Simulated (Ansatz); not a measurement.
# CH2AlBF2: small, medium and large basis sets

An exercise on one series of results from a longer session: the logs are not shown, and one member is left open.

Computed with Ansatz 0.2.0, Gaussian basis. Level: one geometry, several basis sets.

Levels to be run: PBE0-D4/def2-SVP; ωB97M-V/def2-SVP; PBE0-D4/def2-QZVPP; ωB97M-V/def2-QZVPP; the functionals' def2-TZVPP values are taken from earlier runs.

### The relaxed structure

An earlier PBE0-D4 in a triple-zeta def2 set relaxation fixed the geometry.

7 atoms, charge 0, spin multiplicity 1.

Atoms are counted from 1 here; the program's logs count them from 0.

Bond lengths: F1–C2 1.350 Å, C2–B3 1.450 Å, C2–Al4 2.333 Å, C2–H6 1.106 Å, B3–Al4 1.983 Å, B3–H7 1.183 Å, Al4–F5 1.641 Å. Angles: F1–C2–B3 124.6°, F1–C2–Al4 177.7°, F1–C2–H6 106.6°, B3–C2–Al4 57.7°, B3–C2–H6 128.8°, Al4–C2–H6 71.1°, C2–B3–Al4 84.1°, C2–B3–H7 136.1°, Al4–B3–H7 139.8°, C2–Al4–B3 38.2°, C2–Al4–F5 126.6°, B3–Al4–F5 164.8°.

Set-up of the first run:

in.yaml

```yaml
crystal:
  periodic: [false, false, false]
  atoms:
    - {symbol: F, position_ang: [0.145328, -1.264491, 1.811288]}
    - {symbol: C, position_ang: [0.019468, -0.443018, 0.746780]}
    - {symbol: B, position_ang: [0.551712, -0.719051, -0.573831]}
    - {symbol: Al, position_ang: [-0.246053, 1.035456, -1.038813]}
    - {symbol: F, position_ang: [-1.024308, 2.479407, -1.004964]}
    - {symbol: H, position_ang: [-0.549791, 0.439145, 1.093154]}
    - {symbol: H, position_ang: [1.164844, -1.595349, -1.079312]}
basis:
  gaussian: {orbitals: def2-SVP}
hamiltonian: {xc: pbe0, dispersion: d4}
output: {orbitals: {seedname: orbitals}}
```

Command:

```bash
> ansatz run in.yaml --threads 2 --pin off --events-out ev --progress --plain --max-ram 4352MiB
```

Steps of the session up to this table: PBE0-D4 in def2-SVP; ωB97M-V in def2-SVP; PBE0-D4 in def2-QZVPP; ωB97M-V in def2-QZVPP.

One of the session's tables, all rows but one given; the rest of the session is left out.

It belongs to the step «Functionals by basis». 

| functional | basis | HOMO (eV) | LUMO (eV) |
| --- | --- | --- | --- |
| PBE0-D4 | def2-SVP | -6.81 | -1.92 |
| PBE0-D4 | def2-TZVPP | -6.90 | -1.97 |
| PBE0-D4 | def2-QZVPP | -6.92 | -2.03 |
| ωB97M-V | def2-SVP | -8.86 | -0.13 |
| ωB97M-V | def2-TZVPP | -8.99 | -0.21 |
| ωB97M-V | def2-QZVPP | ? | ? |

**Question.** Estimate the row for ωB97M-V, def2-QZVPP.

The run gave: HOMO (eV): -9.02; LUMO (eV): -0.41. In the column «HOMO (eV)» it is the lowest.
